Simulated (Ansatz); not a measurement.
Working through a comparison of dispersion corrections of CH₈SSeSi₂, SMILES CS[SiH2][Se][SiH3]

Program: the Ansatz DFT code, driven from Python.

Run as a notebook:

In [1]:
```python
import warnings

import ansatz as az
```

In [2]:
```python
BASIS = 'def2-SVP'

warnings.simplefilter('ignore', az.DeckWarning)

geometry_ang = [
    ('C', [2.2026, 0.9227, 0.0745]),
    ('S', [0.8876, 0.7541, 1.3204]),
    ('Si', [0.252, -1.1874, 0.6354]),
    ('Se', [-0.6418, -1.0389, -1.4609]),
    ('Si', [-2.4091, 0.1713, -0.6757]),
    ('H', [2.7294, 1.8853, 0.2361]),
    ('H', [1.7677, 0.9236, -0.9465]),
    ('H', [2.9358, 0.095, 0.1734]),
    ('H', [1.4056, -2.0989, 0.6096]),
    ('H', [-0.7586, -1.7233, 1.5595]),
    ('H', [-3.1069, -0.5958, 0.367]),
    ('H', [-1.9264, 1.4408, -0.1123]),
    ('H', [-3.3378, 0.4516, -1.7806]),
]
ch8ssesi2 = az.Crystal.molecule()
for symbol, xyz in geometry_ang:
    ch8ssesi2 = ch8ssesi2.atom(symbol, xyz)
```

In [3]:
```python
model = ch8ssesi2.calculation().basis(gaussian=BASIS)
for name in ['pbe', 'b3lyp']:
    for correction in ('d3bj', 'd4'):
        data = model.functional(name, dispersion=correction).run(threads=1).report
        print(f'{name:8s} {correction:5s} total {data["free_energy_ev"]:.5f} eV, of which dispersion {1000 * data["dispersion"]["energy"]["ev"]:.2f} meV')
```
```text
pbe      d3bj  total -93068.19429 eV, of which dispersion -429.22 meV
pbe      d4    total -93068.19530 eV, of which dispersion -430.24 meV
b3lyp    d3bj  total -93095.65258 eV, of which dispersion -811.13 meV
b3lyp    d4    total -93095.54303 eV, of which dispersion -701.58 meV
```

Notes:
- Total energies depend on the basis set; only differences at equal settings carry meaning.
- The geometry is a force-field or estimated start, not a minimum of this method, and the basis set is short of its limit. D4 holds the three-body term, and d3bj doesn't.
- b3lyp holds the VWN-RPA fit, as in Gaussian; the form of ORCA and Turbomole is b3lyp5.
- Run time: 28 s on 1 thread of Arm Neoverse V1 (shared host), peak memory 0.42 GiB.

(Lines on the test bed's own set-up are left out of the output.)
